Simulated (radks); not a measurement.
**The series with 14 electrons, Si to Hg⁶⁶⁺**

One table from this session's results is given with a row withheld; the runs are named, their logs left out.

The numbers are computed with radks (a radial shooting solver on a logarithmic mesh, Libxc functionals) version 1 (scalar-relativistic Kohn-Sham, PBE, spin-polarised, spherical densities, finite nucleus; open shells are filled with parallel spins first), except any that are marked as measured or tabulated.

### The system

```
electrons     : 14
ions          : Si, Cl³⁺, Ca⁶⁺, V⁹⁺, Fe¹²⁺, Cu¹⁵⁺, Ge¹⁸⁺, Br²¹⁺, Sr²⁴⁺, Nb²⁷⁺, Ru³⁰⁺, Ag³³⁺, Sn³⁶⁺, I³⁹⁺, Ba⁴²⁺, Pr⁴⁵⁺, Sm⁴⁸⁺, Tb⁵¹⁺, Er⁵⁴⁺, Lu⁵⁷⁺, W⁶⁰⁺, Ir⁶³⁺, Hg⁶⁶⁺
configuration : NIST ground configuration of each
```

The first run:

The run's settings:

```text
Z 14
configuration [Ne] 3s2 3p2
relativity scalar-relativistic
functional pbe,pbe
spin polarised
nucleus finite rms 3.1224 fm
c 137.035999084
```

Among the steps run: Si, [Ne] 3s2 3p2.

One of the session's tables, all rows but one given; the rest of the session is left out.

It belongs to the step «Si, [Ne] 3s2 3p2». Sizes of the orbitals, from the radial functions (bohr):

```
  level     <r>  outermost maximum (interpolated)  90 % within  nodes
  2s up       ?                                 ?            ?      ?
2s down  0.5680                             0.455        0.895      1
  2p up  0.5377                             0.388        0.904      0
2p down  0.5376                             0.388        0.904      0
  3s up   2.163                              1.80         3.29      2
3s down   2.163                              1.77         3.32      2
  3p up   2.746                              2.16         4.33      1
3p down   2.867                              2.15         4.62      1
```

Estimate the missing values for 2s up.

**Answer.** <r>: 0.5680; outermost maximum (interpolated): 0.454; 90 % within: 0.895; nodes: 1.
